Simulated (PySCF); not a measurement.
# InCl+: from the state search to spectroscopic constants

One table from this session's results is given with a row withheld; the runs are named, their logs left out.

The runs use PySCF 2.14.0; In def2-TZVPPD with ECP28, Cl def2-TZVPPD, scalar-relativistic core potentials.

The first run:

The job is set up so:

```yaml
atoms: In, Cl
charge: 1
basis: In def2-TZVPPD with ECP28, Cl def2-TZVPPD
Hamiltonian: scalar-relativistic core potentials
basis_functions: 107
electrons_treated: 37
masses_in_u: 114.9039, 34.9689
levels: PBE0, PBE, r²SCAN, PBEsol, r²SCAN0, BHandHLYP, BP86, LDA, ωB97X, HF, MP2, SCS-MP2, CCSD, CCSD(T)
grid: 80 radial by 434 angular points
occupations: held fixed by the projection of orbital angular momentum
dissociation_limit: In+ + Cl, each in its ground configuration
starting_distance_in_angstrom: 2.460
values_of_2S_to_try: 1, 3
```

The run is started by

```
$ OMP_NUM_THREADS=2 python dia.py task.json out
```

Steps of the session up to this table: Input; First curve: PBE0; Excited determinants; PBE (GGA); r²SCAN; PBEsol (GGA); r²SCAN0 (hybrid meta-GGA); BHandHLYP (global hybrid GGA); BP86 (GGA); LDA; ωB97X (range-separated hybrid); UHF; MP2 and coupled cluster.

One table of the session follows, with a row left open; its other results are not shown here.

It belongs to the step «Constants by level of theory». 

```
      level  Re (Å)  ωe (cm⁻¹)  De (eV)
        UHF   2.280        367    0.188
    UHF-MP2   2.272        373     0.60
UHF-SCS-MP2   2.285        360    0.409
   UHF-CCSD       ?          ?        ?
UHF-CCSD(T)   2.299        341     0.56
        LDA   2.283        345     1.27
        PBE   2.332        311     0.83
     PBEsol   2.299        336     1.06
       BP86   2.337        307     0.77
     r²SCAN   2.291        349     0.93
       PBE0   2.298        337     0.77
    r²SCAN0   2.276        360     0.83
  BHandHLYP   2.310        319    0.476
      ωB97X   2.304        317     0.55
```

**Question.** Estimate the row for UHF-CCSD.

As computed: Re (Å): 2.297; ωe (cm⁻¹): 335; De (eV): 0.446. In the column «Re (Å)» it lies between r²SCAN (2.291) and PBE0 (2.298).
